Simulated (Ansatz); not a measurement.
**HfSi+ (sextet): PBE, r2SCAN, PBE0, B3LYP, wB97M-V, B2PLYP, RPA-PBE over vertical gaps between states, def2-SVP**

How well do these functionals follow the top wave-function level for HfSi+ (sextet) over vertical gaps between states?

Method: def2-SVP, all electrons in the functionals, frozen cores in the correlation of double hybrids and RPA; program: Ansatz 0.2.0, Gaussian basis.

The runs, in order: PBE, r2SCAN, PBE0, B3LYP, wB97M-V, B2PLYP, RPA-PBE, at charge 1, sextet; charge 1, quartet; charge 1, octet.

9 further runs of the same task are left out: 5 for a known fault of the program, 1 that didn't finish, 3 set aside as unsound or not needed.

## 1. What is computed

The geometry is a PBE0/def2-TZVP stationary point (not a proven minimum). No spin-orbit coupling is included. Elements past krypton take def2 core potentials.

2 atoms, charge 1, spin multiplicity 6.

Atoms are counted from 1 here; the program's logs count them from 0.

Bond lengths: Hf1–Si2 2.516 Å.

No dispersion term is added; wB97M-V holds VV10 nonlocal correlation. B3LYP takes the VWN-RPA correlation.

The geometry shown and the zero of energy belong to the point charge 1, sextet. The yardstick, RCCSDTQ, and other wave-function levels (R restricted, U unrestricted, valence and pair active spaces) come from earlier runs.

## 2. PBE, charge 1, sextet

in.yaml reads:

```yaml
crystal:
  periodic: [false, false, false]
  atoms:
    - {symbol: Hf, position_ang: [0.000000, 0.000000, 0.000000]}
    - {symbol: Si, position_ang: [0.000000, 0.000000, 2.515600]}
basis:
  gaussian: {orbitals: def2-SVP}
total_charge: 1
magnetization: {spin_polarized: true, initial_magnetization: 5}
hamiltonian: {xc: {name: PBE}}
output: {orbitals: {seedname: orbitals}}
```

On the command line:

```console
$ ansatz run in.yaml --threads 1 --pin off --events-out ev --progress --plain --max-ram 4096MiB --backend cpu
```

Further steps of the session: PBE, charge 1, quartet; PBE, charge 1, octet; r2SCAN, charge 1, sextet; r2SCAN, charge 1, quartet; r2SCAN, charge 1, octet; PBE0, charge 1, sextet; PBE0, charge 1, quartet; PBE0, charge 1, octet; B3LYP, charge 1, sextet; B3LYP, charge 1, quartet; B3LYP, charge 1, octet; wB97M-V, charge 1, sextet; wB97M-V, charge 1, quartet; wB97M-V, charge 1, octet; B2PLYP, charge 1, sextet; B2PLYP, charge 1, quartet; B2PLYP, charge 1, octet; RPA-PBE, charge 1, sextet; RPA-PBE, charge 1, quartet; RPA-PBE, charge 1, octet.

Q: Predict the results of all the runs planned. Wanted: sextet to quartet, RCCSDTQ; sextet to octet, RCCSDTQ; largest miss, PBE; largest miss, r2SCAN; largest miss, PBE0; largest miss, B3LYP; largest miss, wB97M-V; largest miss, B2PLYP; largest miss, RPA-PBE.

The runs gave:

| quantity | value |
| --- | --- |
| sextet to quartet, RCCSDTQ | -51.3 kJ/mol |
| sextet to octet, RCCSDTQ | 635.8 kJ/mol |
| largest miss, PBE | +52.6 kJ/mol (sextet to octet) |
| largest miss, r2SCAN | +48.9 kJ/mol (sextet to quartet) |
| largest miss, PBE0 | +22.2 kJ/mol (sextet to octet) |
| largest miss, B3LYP | +65.9 kJ/mol (sextet to octet) |
| largest miss, wB97M-V | +53.4 kJ/mol (sextet to octet) |
| largest miss, B2PLYP | +44.3 kJ/mol (sextet to octet) |
| largest miss, RPA-PBE | +21.0 kJ/mol (sextet to octet) |
| largest miss, RCCSD(T) | +5.1 kJ/mol (sextet to quartet) |
| largest miss, UCCSD(T) | +9.5 kJ/mol (sextet to quartet) |

Of the functionals, RPA-PBE keep the smallest largest miss at the points compared (at most 21.0 kJ/mol) and B3LYP strays most (65.9 kJ/mol, at sextet to octet). Functionals and the yardstick converge differently with the basis, so part of each miss in def2-SVP is the basis.
